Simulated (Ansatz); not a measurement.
# ClGeH2O radical: up Jacob's ladder to CCSD(T)

How much do the methods differ for ClGeH2O radical? The plan is to run it at one geometry with functionals of several rungs and with coupled cluster, and see how far each lands from CCSD(T) at the basis-set limit for the atomisation energy.

Method: functionals in def2-TZVPP, the program's frozen cores in correlated methods; program: Ansatz 0.2.0, Gaussian basis.

The runs, in order: LDA (SPW92), PBE-D4, revPBE-D4, BLYP-D4, r2SCAN-D4, B97M-V, PBE0-D4, B3LYP-D4, r2SCANh-D4, r2SCAN0-D4, HSE06-D4, BHLYP-D4, CAM-B3LYP-D4, LC-ωPBE, ωB97X-V, ωB97M-V, B2PLYP, PBE-QIDH; CCSD(T)/def2-SVP; CCSD(T)/def2-TZVPP; MP2/def2-QZVPP; extrapolation to the limit; RPA on PBE.

**1. Structure used throughout**

The geometry comes from an earlier relaxation with PBE0-D4 in a triple-zeta def2 set; it is a stationary point.

SMILES `[O][GeH2][Cl]`, 5 atoms, charge 0, spin multiplicity 2.

Atoms are counted from 1 here; the program's logs count them from 0.

Bond lengths: O1–Ge2 1.781 Å, Ge2–Cl3 2.144 Å, Ge2–H4 1.531 Å, Ge2–H5 1.531 Å. Angles: O1–Ge2–Cl3 110.7°, O1–Ge2–H4 106.5°, O1–Ge2–H5 106.5°, Cl3–Ge2–H4 108.2°, Cl3–Ge2–H5 108.2°, H4–Ge2–H5 116.7°.

**2. LDA**

This LDA is Slater exchange with PW92 correlation.

Input file in.yaml:

```yaml
crystal:
  periodic: [false, false, false]
  atoms:
    - {symbol: O, position_ang: [-0.272400, -0.591762, 1.625463]}
    - {symbol: Ge, position_ang: [0.123724, -0.081159, -0.034462]}
    - {symbol: Cl, position_ang: [-1.347107, 1.290083, -0.778881]}
    - {symbol: H, position_ang: [0.081036, -1.343780, -0.899000]}
    - {symbol: H, position_ang: [1.464647, 0.653017, 0.045380]}
basis:
  gaussian: {orbitals: def2-TZVPP}
magnetization: {spin_polarized: true, initial_magnetization: 1}
hamiltonian: {xc: lda}
output: {orbitals: {seedname: orbitals}}
```

The runs that follow: PBE-D4 (GGA); revPBE-D4 (GGA); BLYP-D4 (GGA); r2SCAN-D4 (meta-GGA); B97M-V (meta-GGA); PBE0-D4 (hybrid); B3LYP-D4 (hybrid); r2SCANh-D4 (hybrid); r2SCAN0-D4 (hybrid); HSE06-D4 (hybrid); BHLYP-D4 (hybrid); CAM-B3LYP-D4 (range-separated); LC-ωPBE-D4 (range-separated); ωB97X-V (range-separated); ωB97M-V (range-separated); B2PLYP (double hybrid); PBE-QIDH (double hybrid); CCSD(T) in def2-SVP; CCSD(T) in def2-TZVPP; MP2 in def2-QZVPP; RPA on PBE orbitals.

Before running them: what should the planned runs give, taken together? Wanted: atomisation energy, CCSD(T)/CBS; farthest beyond LDA; mean size of error, GGA; mean size of error, meta-GGA; mean size of error, hybrid; mean size of error, range-separated; mean size of error, double hybrid; gap, smallest and largest; T1 diagnostic.

As calculated:

| quantity | value |
| --- | --- |
| atomisation energy, CCSD(T)/CBS | 309.0 kcal/mol |
| functionals within 3.1 kcal/mol (1.0 %) | BLYP-D4, r2SCANh-D4, CAM-B3LYP-D4, ωB97M-V |
| farthest beyond LDA | BHLYP-D4 (-12.9 kcal/mol) |
| mean size of error, GGA | 3.9 kcal/mol |
| mean size of error, meta-GGA | 6.8 kcal/mol |
| mean size of error, hybrid | 4.6 kcal/mol |
| mean size of error, range-separated | 2.6 kcal/mol |
| mean size of error, double hybrid | 5.4 kcal/mol |
| gap, smallest and largest | 0.30 eV (LDA (SPW92)), 9.94 eV (LC-ωPBE) |
| T1 diagnostic | 0.0139 |
| triples share of the correlation energy | 3.5 % |

In words: The LDA atomisation energy is off by 52.3 kcal/mol (17 %): it overbinds. PBE-D4 misses by +4.7 kcal/mol. Double hybrids carry the basis error of their MP2 part in triple zeta, and no dispersion term here, so their miss is partly the set-up's. By mean error the best rung here is range-separated (2.6 kcal/mol) and the worst beyond LDA is meta-GGA (6.8 kcal/mol). The gap between the best rungs is small, so their order is not settled. The reference freezes the cores and leaves out relativity and excitations past (T), and its outer-core shells are covered unevenly, so misses under about 3.1 kcal/mol can't be ranked. Hartree-Fock recovers 69 % of the binding; the rest is correlation. CCSD(T) in def2-SVP is off by -28.6 kcal/mol, which most functionals beat. Orbital gaps span 0.3 to 9.9 eV; exact exchange widens them. Correlated methods include outer-core shells of Ge, which these sets cover unevenly.
